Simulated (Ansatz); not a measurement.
**Ge10H16 hole sphere (BGe8H16P): geometry, orbitals and charge**

What does Ge10H16 hole sphere (BGe8H16P) look like as a singlet, and where do its frontier electrons sit?

The runs use Ansatz 0.2.0, Gaussian basis; RKS PBE0-D4/def2-TZVP.

The runs, in order: relaxation at PBE-D4/def2-SVP; a single point at PBE0-D4/def2-TZVP.

## 1. The starting structure

26 atoms, charge 0, spin multiplicity 1.

Atoms are counted from 1 here; the program's logs count them from 0.

Bond lengths: B1–Ge5 2.056 Å, B1–Ge7 2.056 Å, B1–Ge8 2.056 Å, B1–H11 1.187 Å, Ge2–Ge6 2.460 Å, Ge2–Ge7 2.465 Å, Ge2–Ge9 2.442 Å, Ge2–H12 1.543 Å, P3–Ge5 2.362 Å, P3–Ge6 2.342 Å, P3–Ge10 2.341 Å, P3–H13 1.382 Å, Ge4–Ge8 2.465 Å, Ge4–Ge9 2.442 Å, Ge4–Ge10 2.460 Å, Ge4–H14 1.543 Å, Ge5–H15 1.536 Å, Ge5–H16 1.536 Å and more. Angles: Ge5–B1–Ge7 109.5°, Ge5–B1–Ge8 109.4°, Ge5–B1–H11 108.3°, Ge7–B1–Ge8 110.8°, Ge7–B1–H11 109.4°, Ge8–B1–H11 109.3°, Ge6–Ge2–Ge7 105.0°, Ge6–Ge2–Ge9 100.6°, Ge6–Ge2–H12 99.1°, Ge7–Ge2–Ge9 116.6°, Ge7–Ge2–H12 121.1°, Ge9–Ge2–H12 110.3°, Ge5–P3–Ge6 111.6°, Ge5–P3–Ge10 111.6°, Ge5–P3–H13 109.2°, Ge6–P3–Ge10 109.1°, Ge6–P3–H13 107.6°, Ge10–P3–H13 107.6° and more.

The start is a GFN2-xTB geometry.

## 2. Optimising with PBE-D4/def2-SVP

Input file in.yaml:

```yaml
crystal:
  periodic: [false, false, false]
  atoms:
    - {symbol: B, position_ang: [-1.422800, 1.389760, -1.395170]}
    - {symbol: Ge, position_ang: [1.419260, -1.188810, -1.520380]}
    - {symbol: P, position_ang: [-1.232830, -1.215580, 1.216410]}
    - {symbol: Ge, position_ang: [1.414380, 1.523440, 1.189210]}
    - {symbol: Ge, position_ang: [-2.542910, 0.172050, -0.175100]}
    - {symbol: Ge, position_ang: [0.119900, -2.659040, -0.036390]}
    - {symbol: Ge, position_ang: [-0.256040, 0.235450, -2.633350]}
    - {symbol: Ge, position_ang: [-0.259300, 2.631280, -0.241210]}
    - {symbol: Ge, position_ang: [2.883680, -0.094510, 0.099350]}
    - {symbol: Ge, position_ang: [0.115890, 0.040140, 2.660410]}
    - {symbol: H, position_ang: [-2.164830, 2.044180, -2.050980]}
    - {symbol: H, position_ang: [2.198430, -2.263870, -2.306500]}
    - {symbol: H, position_ang: [-2.067270, -1.995230, 1.995440]}
    - {symbol: H, position_ang: [2.191540, 2.313380, 2.263320]}
    - {symbol: H, position_ang: [-3.452430, -0.929350, -0.740040]}
    - {symbol: H, position_ang: [-3.452850, 0.739680, 0.924570]}
    - {symbol: H, position_ang: [-0.954820, -3.604850, -0.575040]}
    - {symbol: H, position_ang: [0.716940, -3.496550, 1.101330]}
    - {symbol: H, position_ang: [-0.943410, -0.798210, -3.526650]}
    - {symbol: H, position_ang: [0.619040, 0.940920, -3.671370]}
    - {symbol: H, position_ang: [0.616320, 3.668910, -0.946250]}
    - {symbol: H, position_ang: [-0.948750, 3.527060, 0.788660]}
    - {symbol: H, position_ang: [4.062030, 0.586710, -0.580590]}
    - {symbol: H, position_ang: [3.587640, -1.050230, 1.056480]}
    - {symbol: H, position_ang: [-0.960490, 0.579000, 3.604070]}
    - {symbol: H, position_ang: [0.713680, -1.095750, 3.499760]}
basis:
  gaussian: {orbitals: def2-SVP}
hamiltonian: {xc: pbe, dispersion: d4}
scf: {lower_state_search: "off"}
output: {orbitals: {seedname: orbitals}}
relax: {f_tol: 0.03, max_steps: 70}
```

Started as:

```console
ansatz run in.yaml --threads 2 --pin off --events-out ev --progress --plain --max-ram 32768MiB --backend cuda --devices 0, --max-vram 18GiB
```

After this run come: Single point, PBE0-D4/def2-TZVP.

Before running them: what should the planned runs give, taken together? Wanted: point group; commonest bond, hydrogen aside; HOMO, LUMO at PBE0-D4/def2-TZVP; dipole at PBE-D4/def2-SVP.

The runs gave:

```
                       quantity                            value
                    point group                               Cs
 commonest bond, hydrogen aside  Ge–Ge, 6 of mean length 2.456 Å
HOMO, LUMO at PBE0-D4/def2-TZVP                  -7.05, -1.17 eV
      dipole at PBE-D4/def2-SVP                           3.97 D
```

The molecule keeps its bonding pattern by the stored test; the atoms moved 0.10 Å (rms). No usable vibrations, so a minimum isn't proven. Whether this spin is the lowest isn't tested here. The point group is read from a loosely relaxed geometry; soft torsions can leave it below the true symmetry.
